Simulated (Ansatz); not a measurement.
# CoSi2: the cost of one run

Program: Ansatz 0.2.0. Level of theory: DFT PBE, with the methods named in each step. These are calculated values, not measurements.

The COD entry's cell or inner coordinates are ideal or old and differ from later refinements, so a difference from it is no clean test against experiment.

### 1 The starting structure

The structure is cubic, space group Fm-3m (No. 225). The conventional cell has a = 5.356 Å, b = 5.356 Å, c = 5.356 Å, α = 90.00°, β = 90.00°, γ = 90.00°. Co (site symmetry m-3m) is surrounded by 8 Si at 2.32 Å. Si (site symmetry -43m) is surrounded by 4 Co at 2.32 Å.

Coordinates:

```cif
data_structure
_symmetry_space_group_name_H-M 'P 1'
_symmetry_Int_Tables_number 1
_cell_length_a 3.7873
_cell_length_b 3.7873
_cell_length_c 3.7873
_cell_angle_alpha 60.000
_cell_angle_beta 60.000
_cell_angle_gamma 60.000
_cell_volume 38.41
loop_
_atom_site_label
_atom_site_type_symbol
_atom_site_fract_x
_atom_site_fract_y
_atom_site_fract_z
_atom_site_occupancy
Co1 Co 0.00000 0.00000 0.00000 1
Si1 Si 0.25000 0.25000 0.25000 1
Si2 Si 0.75000 0.75000 0.75000 1
```

Atoms are numbered in the order of the input: Co1, Si2, Si3.

### 2 Free moments, LAPW

File input.yaml:

```yaml
crystal:
  lattice:
    - [0.0, 2.678, 2.678]
    - [2.678, 0.0, 2.678]
    - [2.678, 2.678, 0.0]
  atoms:
    - { symbol: Co, position: [0.0, 0.0, 0.0], spin: 2.0 }
    - { symbol: Si, position: [0.25, 0.25, 0.25] }
    - { symbol: Si, position: [0.75, 0.75, 0.75] }
magnetization:
  spin_polarized: true
kpoints:
  mp_grid: { grid: [11, 11, 11] }
scf:
  occupations: { method: fermi_dirac, width: 0.05 }
  lower_state_search: "off"
hamiltonian:
  xc: pbe
  pseudopotentials: { kind: all_electron, lapw: { basis_error: 0.001 } }
output:
  forces: true
  stress: true
  eigenvalues: false
  populations: true
```

Run with:

```bash
ansatz run input.yaml --threads 2 --pin off --max-ram 6144MiB --backend cpu --events-out ev --progress --plain --runs-dir out
```

**Question.** How long does this run take on 2 threads of Arm Neoverse V1, shared host, and how much memory does it need?

About 30 s, with a peak of 0.57 GiB.
